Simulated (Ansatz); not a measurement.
# CH3ClOSi: one species, many methods

How much do the methods differ for CH3ClOSi? The plan is to run it at one geometry with functionals of several rungs and with coupled cluster, and see how far each lands from CCSD(T) at the basis-set limit for the atomisation energy.

Method: functionals in def2-TZVPP, the program's frozen cores in correlated methods; program: Ansatz 0.2.0, Gaussian basis.

Plan: LDA (SPW92), PBE-D4, revPBE-D4, BLYP-D4, r2SCAN-D4, B97M-V, PBE0-D4, B3LYP-D4, r2SCANh-D4, r2SCAN0-D4, HSE06-D4, BHLYP-D4, CAM-B3LYP-D4, LC-ωPBE, ωB97X-V, ωB97M-V, B2PLYP, PBE-QIDH; CCSD(T)/def2-SVP; CCSD(T)/def2-TZVPP; MP2/def2-QZVPP; extrapolation to the limit; RPA on PBE.

### 1 The relaxed structure

An earlier PBE0-D4 in a triple-zeta def2 set relaxation fixed the geometry.

SMILES `Cl[SiH]1CO1`, 7 atoms, charge 0, spin multiplicity 1.

Atoms are counted from 1 here; the program's logs count them from 0.

Bond lengths: Cl1–Si2 2.030 Å, Si2–C3 1.794 Å, Si2–O4 1.643 Å, Si2–H5 1.471 Å, C3–O4 1.493 Å, C3–H6 1.088 Å, C3–H7 1.088 Å. Angles: Cl1–Si2–C3 122.0°, Cl1–Si2–O4 118.0°, Cl1–Si2–H5 109.1°, C3–Si2–O4 51.3°, C3–Si2–H5 125.9°, O4–Si2–H5 118.2°, Si2–C3–O4 59.1°, Si2–C3–H6 121.0°, Si2–C3–H7 123.1°, O4–C3–H6 112.3°, O4–C3–H7 112.6°, H6–C3–H7 113.8°, Si2–O4–C3 69.6°.

### 2 LDA

This LDA is Slater exchange with PW92 correlation.

Contents of in.yaml:

```yaml
crystal:
  periodic: [false, false, false]
  atoms:
    - {symbol: Cl, position_ang: [1.186586, -1.892004, -1.176026]}
    - {symbol: Si, position_ang: [-0.015707, -0.816909, 0.055875]}
    - {symbol: C, position_ang: [-0.180237, 0.963762, -0.091142]}
    - {symbol: O, position_ang: [0.673780, 0.358347, 0.973838]}
    - {symbol: H, position_ang: [-0.982345, -1.721683, 0.697031]}
    - {symbol: H, position_ang: [0.402534, 1.522490, -0.819986]}
    - {symbol: H, position_ang: [-1.023312, 1.518097, 0.314712]}
basis:
  gaussian: {orbitals: def2-TZVPP}
hamiltonian: {xc: lda}
output: {orbitals: {seedname: orbitals}}
```

Started as:

```console
$ ansatz run in.yaml --threads 2 --pin off --events-out ev --progress --plain --max-ram 4352MiB
```

The runs that follow: PBE-D4 (GGA); revPBE-D4 (GGA); BLYP-D4 (GGA); r2SCAN-D4 (meta-GGA); B97M-V (meta-GGA); PBE0-D4 (hybrid); B3LYP-D4 (hybrid); r2SCANh-D4 (hybrid); r2SCAN0-D4 (hybrid); HSE06-D4 (hybrid); BHLYP-D4 (hybrid); CAM-B3LYP-D4 (range-separated); LC-ωPBE (range-separated); ωB97X-V (range-separated); ωB97M-V (range-separated); B2PLYP (double hybrid); PBE-QIDH (double hybrid); CCSD(T) in def2-SVP; CCSD(T) in def2-TZVPP; MP2 in def2-QZVPP; RPA on PBE orbitals.

Before running them: what should the planned runs give, taken together? Wanted: atomisation energy, CCSD(T)/CBS; farthest beyond LDA; mean size of error, GGA; mean size of error, meta-GGA; mean size of error, hybrid; mean size of error, range-separated; mean size of error, double hybrid; gap, smallest and largest; T1 diagnostic.

**Answer**, as computed:

```
                               quantity                                                          value
        atomisation energy, CCSD(T)/CBS                                                  2530.2 kJ/mol
 functionals within 12.7 kJ/mol (0.5 %)  PBE0-D4, r2SCANh-D4, HSE06-D4, CAM-B3LYP-D4, ωB97X-V, ωB97M-V
                    farthest beyond LDA                                       BHLYP-D4 (-111.5 kJ/mol)
                mean size of error, GGA                                                    29.5 kJ/mol
           mean size of error, meta-GGA                                                    14.9 kJ/mol
             mean size of error, hybrid                                                    32.7 kJ/mol
    mean size of error, range-separated                                                    10.8 kJ/mol
      mean size of error, double hybrid                                                    30.6 kJ/mol
              gap, smallest and largest                      5.34 eV (LDA (SPW92)), 12.49 eV (LC-ωPBE)
                          T1 diagnostic                                                         0.0126
triples share of the correlation energy                                                          4.1 %
```

**Reading.** LDA overbinds by 393.4 kJ/mol (16 %). PBE-D4 is off by +53.2 kJ/mol. Double hybrids carry the basis error of their MP2 part in triple zeta, and no dispersion term here, so their miss is partly the set-up's. By mean error the best rung here is range-separated (10.8 kJ/mol) and the worst beyond LDA is hybrid (32.7 kJ/mol). The gap between the best rungs is small, so their order is not settled. The mean of the hybrids holds BHLYP, with half exact exchange. Misses under about 12.7 kJ/mol are within the doubt on the reference itself, which lacks core-valence correlation, relativity and higher excitations. Hartree-Fock recovers 70 % of the binding; the rest is correlation. CCSD(T) in def2-SVP is off by -208.9 kJ/mol, more than most functionals: a good method in a small basis is no reference. The gap grows from 5.3 to 12.5 eV across the functionals, mostly with the share of exact exchange.
